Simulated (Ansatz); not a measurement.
Predict the output of the script below (Ansatz's Python interface).

`scan_ch2fgao.py`:
```python
# -*- coding: utf-8 -*-
'''Stretching a bond of CH2FGaO, the rest held rigid.'''

import logging
import sys
import warnings

import ansatz as az
import numpy as np

logging.basicConfig(stream=sys.stdout, format='%(levelname)s:%(name)s:%(message)s')
log = logging.getLogger('run')
log.setLevel(logging.INFO)

GEOMETRY = '''
F    -0.26750   -1.70820   -0.73740
Ga   -0.56260   -0.87170    0.95320
C     0.40080    0.42620   -0.00470
O    -0.67180    0.03400   -0.61940
H     0.19810    0.85680    0.98210
H     0.94500    1.19880   -0.61990
'''

warnings.simplefilter('ignore', az.DeckWarning)

geometry = az.Crystal.molecule()
for line in GEOMETRY.strip().splitlines():
    symbol, *xyz = line.split()
    geometry = geometry.atom(symbol, [float(v) for v in xyz])

symbols = [site.symbol for site in geometry.cartesian_sites]
start = np.array([site.position_ang for site in geometry.cartesian_sites])
axis = (start[4] - start[2]) / np.linalg.norm(start[4] - start[2])
moving = [4]
lengths, energies = [0.964, 1.008, 1.052, 1.096, 1.139, 1.183, 1.227, 1.293], []
for length in lengths:
    xyz = start.copy()
    xyz[moving] += (length - np.linalg.norm(start[4] - start[2])) * axis
    point = az.Crystal.molecule()
    for symbol, place in zip(symbols, xyz):
        point = point.atom(symbol, place.tolist())
    base = (
        point.calculation()
        .basis(gaussian='def2-SVP')
        .functional('pbe', dispersion='d3bj')
    )
    report = base.run().report
    energies.append(report['free_energy_ev'])
    log.info(f'r = {length:6.3f} A  E = {energies[-1]:.5f} eV  <S^2> = {abs(report["mean_field"]["state"]["spin_squared"]):.3f}')

# quartic fit about the minimum
fit = np.polynomial.Polynomial.fit(lengths, np.array(energies) - min(energies), 4).convert()
roots = [r.real for r in fit.deriv().roots() if abs(r.imag) < 1e-9 and fit.deriv(2)(r.real) > 0]
r_e = min(roots, key=lambda r: abs(r - lengths[int(np.argmin(energies))]))
log.info(f'minimum of the fit at {r_e:.4f} A, force constant {fit.deriv(2)(r_e):.2f} eV/A^2')
```

Running `python scan_ch2fgao.py` prints:
```text
INFO:run:r =  0.964 A  E = -58181.49429 eV  <S^2> = 0.000
INFO:run:r =  1.008 A  E = -58181.74654 eV  <S^2> = 0.000
INFO:run:r =  1.052 A  E = -58181.89278 eV  <S^2> = 0.000
INFO:run:r =  1.096 A  E = -58181.95672 eV  <S^2> = 0.000
INFO:run:r =  1.139 A  E = -58181.95779 eV  <S^2> = 0.000
INFO:run:r =  1.183 A  E = -58181.91078 eV  <S^2> = 0.000
INFO:run:r =  1.227 A  E = -58181.82698 eV  <S^2> = 0.000
INFO:run:r =  1.293 A  E = -58181.65253 eV  <S^2> = 0.000
INFO:run:minimum of the fit at 1.1176 A, force constant 28.62 eV/A^2
```

Caveats:
- Total energies depend on the basis set; only differences at equal settings carry meaning.
- The rest of the molecule is held rigid at a force-field or estimated start geometry, and the basis set is modest; single-reference methods fail as a bond breaks.
- The orbitals are restricted, so S² is zero by construction.
- Finished in 16 s on 1 thread of Arm Neoverse V2 (shared host), peak memory 0.19 GiB.
